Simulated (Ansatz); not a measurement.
# C₃H₆OZn: one species, many methods

The task here is to estimate one member of a computed series from the others.

The runs use Ansatz 0.2.0, Gaussian basis; functionals in def2-TZVPP, the program's frozen cores in correlated methods.

The runs, in order: PBE-D4, r2SCAN-D4, PBE0-D4, B3LYP-D4, ωB97X-V, ωB97M-V, B2PLYP; CCSD(T)/def2-TZVPP; MP2/def2-QZVPP; extrapolation to the limit.

### The relaxed structure

The geometry comes from an earlier relaxation with PBE0-D4 in a triple-zeta def2 set; it is a stationary point, not always the lowest conformer.

11 atoms, charge 0, spin multiplicity 1.

Atoms are counted from 1 here; the program's logs count them from 0.

Bond lengths: Zn1–C2 1.975 Å, Zn1–H6 1.544 Å, C2–C3 1.493 Å, C2–H7 1.093 Å, C2–H8 1.094 Å, C3–C4 1.458 Å, C3–O5 1.453 Å, C3–H9 1.089 Å, C4–O5 1.422 Å, C4–H10 1.089 Å, C4–H11 1.087 Å. Angles: C2–Zn1–H6 176.6°, Zn1–C2–C3 103.1°, Zn1–C2–H7 113.6°, Zn1–C2–H8 110.0°, C3–C2–H7 111.8°, C3–C2–H8 111.2°, H7–C2–H8 107.2°, C2–C3–C4 121.3°, C2–C3–O5 114.8°, C2–C3–H9 118.8°, C4–C3–O5 58.5°, C4–C3–H9 116.3°, O5–C3–H9 111.3°, C3–C4–O5 60.6°, C3–C4–H10 118.9°, C3–C4–H11 120.4°, O5–C4–H10 115.4°, O5–C4–H11 114.9° and more.

As a file:

```xyz
11
charge 0, multiplicity 1
Zn   -0.0767    1.8992    0.4633
C     1.0472    0.4795   -0.3253
C     0.3806   -0.7739    0.1362
C    -0.9902   -1.0890   -0.2489
O    -0.7305   -0.5718    1.0499
H    -0.8958    3.0699    1.0473
H     1.1116    0.5280   -1.4154
H     2.0671    0.5514    0.0625
H     0.9999   -1.6142    0.4453
H    -1.5159   -0.4158   -0.9239
H    -1.3318   -2.1203   -0.2706
```

Set-up of the first run:

in.yaml reads:

```yaml
crystal:
  periodic: [false, false, false]
  atoms:
    - {symbol: Zn, position_ang: [-0.076736, 1.899203, 0.463322]}
    - {symbol: C, position_ang: [1.047187, 0.479502, -0.325305]}
    - {symbol: C, position_ang: [0.380586, -0.773908, 0.136158]}
    - {symbol: C, position_ang: [-0.990225, -1.089021, -0.248883]}
    - {symbol: O, position_ang: [-0.730488, -0.571839, 1.049939]}
    - {symbol: H, position_ang: [-0.895836, 3.069858, 1.047316]}
    - {symbol: H, position_ang: [1.111581, 0.527994, -1.415439]}
    - {symbol: H, position_ang: [2.067124, 0.551420, 0.062533]}
    - {symbol: H, position_ang: [0.999894, -1.614205, 0.445330]}
    - {symbol: H, position_ang: [-1.515928, -0.415779, -0.923851]}
    - {symbol: H, position_ang: [-1.331760, -2.120326, -0.270622]}
basis:
  gaussian: {orbitals: def2-TZVPP}
hamiltonian: {xc: pbe, dispersion: d4}
output: {forces: true, orbitals: {seedname: orbitals}}
```

Launch:

```bash
> ansatz run in.yaml --threads 2 --pin off --events-out ev --progress --plain --max-ram 22528MiB --backend cuda --devices 0, --max-vram 18GiB
```

Among the steps run: PBE-D4 (GGA); r2SCAN-D4 (meta-GGA); PBE0-D4 (hybrid); B3LYP-D4 (hybrid); ωB97X-V (range-separated); ωB97M-V (range-separated); B2PLYP (double hybrid); CCSD(T) in def2-TZVPP; MP2 in def2-QZVPP.

One of the session's tables, all rows but one given; the rest of the session is left out.

```
            method  atomisation energy (kJ/mol)
            PBE-D4                       4043.5
         r2SCAN-D4                       3966.4
           PBE0-D4                       3965.4
          B3LYP-D4                       3909.3
           ωB97X-V                       3955.9
           ωB97M-V                       3948.2
            B2PLYP                       3881.6
     HF/def2-TZVPP                       2787.6
    MP2/def2-TZVPP                       3921.6
   CCSD/def2-TZVPP                       3765.6
CCSD(T)/def2-TZVPP                       3833.0
           MP2/CBS                       4013.1
       CCSD(T)/CBS                            ?
```

**Question.** Estimate the row for CCSD(T)/CBS.

As computed: atomisation energy (kJ/mol): 3924.5. In the column «atomisation energy (kJ/mol)» it lies between MP2/def2-TZVPP (3921.6) and ωB97M-V (3948.2).

Caveats from the session: Free atoms (1 Zn, 3 C, 1 O, 6 H) were run apart at each level; the atomisation energy is their sum less the molecule, without zero-point or spin-orbit terms.
